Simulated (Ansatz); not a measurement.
# Li6Sn: the cost of one run

Computed with Ansatz 0.2.0 (DFT PBE, scalar-relativistic, plane waves, PAW, unless a step's input says otherwise).

1 further run of the same task is left out (it didn't finish). Runs told in other sessions of the task aren't counted.

## Step 1: The system as given

The structure is cubic, space group Im-3m (No. 229). Conventional cell: a = 6.013 Å, b = 6.013 Å, c = 6.013 Å, α = 90.00°, β = 90.00°, γ = 90.00°. Around Li (site symmetry -4m2) lie 4 Li at 2.13 Å. Around Sn (site symmetry m-3m) lie 24 Li at 3.36 Å.

Structure file:

```cif
data_structure
_symmetry_space_group_name_H-M 'Im-3m'
_symmetry_Int_Tables_number 229
_cell_length_a 6.0129
_cell_length_b 6.0129
_cell_length_c 6.0129
_cell_angle_alpha 90.000
_cell_angle_beta 90.000
_cell_angle_gamma 90.000
_cell_volume 217.40
loop_
_atom_site_label
_atom_site_type_symbol
_atom_site_symmetry_multiplicity
_atom_site_Wyckoff_symbol
_atom_site_fract_x
_atom_site_fract_y
_atom_site_fract_z
_atom_site_occupancy
Li1 Li 12 d 0.25000 0.00000 0.50000 1
Sn1 Sn 2 a 0.00000 0.00000 0.00000 1
```

A structure generator made this guess: random cell by space group and Wyckoff sites (Im-3m, No. 229). Lengths come from tabulated atomic sizes and are only a guess.

## Step 2: A first look at the guess

The input, input.yaml:

```yaml
crystal:
  lattice:
    - [-3.0064578, 3.0064578, 3.0064578]
    - [3.0064578, -3.0064578, 3.0064578]
    - [3.0064578, 3.0064578, -3.0064578]
  atoms:
    - { symbol: Li, position: [0.5, 0.75, 0.25] }
    - { symbol: Li, position: [0.5, 0.25, 0.75] }
    - { symbol: Li, position: [0.25, 0.5, 0.75] }
    - { symbol: Li, position: [0.75, 0.5, 0.25] }
    - { symbol: Li, position: [0.75, 0.25, 0.5] }
    - { symbol: Li, position: [0.25, 0.75, 0.5] }
    - { symbol: Sn, position: [0.0, 0.0, 0.0] }
basis:
  ecutwfc: 420
kpoints:
  mp_grid: { grid: [4, 4, 4] }
hamiltonian:
  xc: pbe
scf:
  occupations: { method: gaussian, width: 0.1 }
  lower_state_search: "off"
output:
  forces: true
  stress: true
  eigenvalues: true
```

Launch:

```bash
ansatz run input.yaml --threads 1 --pin off --max-ram 2560MiB --backend cpu --events-out ev --progress --plain --runs-dir out
```

Q: Estimate wall time and peak memory on 1 thread of AMD EPYC 7R13 (Zen 3), shared host.

About 1.1 s, with a peak of 0.41 GiB.
